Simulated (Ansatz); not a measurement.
# SiGeO4: the cost of one run

Computed with Ansatz 0.2.0 (DFT PBE, scalar-relativistic, plane waves, PAW, unless a step's input says otherwise).

3 further runs of the same task are left out: 1 that didn't finish, 2 set aside as unsound or not needed.

**1. The starting structure**

The structure is cubic, space group F-43m (No. 216). Conventional cell: a = 7.729 Å, b = 7.729 Å, c = 7.729 Å, α = 90.00°, β = 90.00°, γ = 90.00°. Around Si (site symmetry -43m) lie 4 O at 1.62 Å. Ge (site symmetry -43m) is surrounded by 4 O at 1.73 Å. Around O (site symmetry 3m) lie 1 Si at 1.62 Å and 1 Ge at 1.73 Å.

As a file:

```
Si Ge O
1.0
     0.00000    3.86474    3.86474
     3.86474    0.00000    3.86474
     3.86474    3.86474    0.00000
Si Ge O
1 1 4
Cartesian
  5.7971 5.7971 5.7971
  3.8647 3.8647 3.8647
  4.8639 2.8656 2.8656
  2.8656 4.8639 2.8656
  2.8656 2.8656 4.8639
  4.8639 4.8639 4.8639
```

It is the end of an earlier relaxation with the same method, from a generated guess; it is a trial structure. At a tolerance of 0.02 Å it has space group F-43m (No. 216); it has 19.24 Å³/atom, an uncorrected energy of -2.11 eV/atom over the elements and, on its mesh, gap 4.04 eV.

**2. Volume × 0.97**

input.yaml reads:

```yaml
crystal:
  lattice:
    - [0.0, 3.8257010711, 3.8257010711]
    - [3.8257010711, 0.0, 3.8257010711]
    - [3.8257010711, 3.8257010711, 0.0]
  atoms:
    - { symbol: Si, position: [0.75, 0.75, 0.75] }
    - { symbol: Ge, position: [0.5, 0.5, 0.5] }
    - { symbol: O, position: [0.112195934, 0.629268022, 0.629268022] }
    - { symbol: O, position: [0.629268022, 0.112195934, 0.629268022] }
    - { symbol: O, position: [0.629268022, 0.629268022, 0.112195934] }
    - { symbol: O, position: [0.629268022, 0.629268022, 0.629268022] }
basis:
  ecutwfc: 420
kpoints:
  mp_grid: { grid: [6, 6, 6] }
hamiltonian:
  xc: pbe
scf:
  occupations: { method: gaussian, width: 0.02 }
output:
  forces: true
  stress: true
  eigenvalues: true
relax:
  adjacent_minimum: "off"
  f_tol: 0.01
  max_steps: 30
```

The run is started by

```sh
$ ansatz run input.yaml --threads 1 --pin off --max-ram 2048MiB --backend cpu --events-out ev --progress --plain --runs-dir out
```

What time and memory should one allow on 1 thread of Intel Xeon 6975P-C (Granite Rapids), shared host?

About 7.9 s, with a peak of 0.42 GiB.
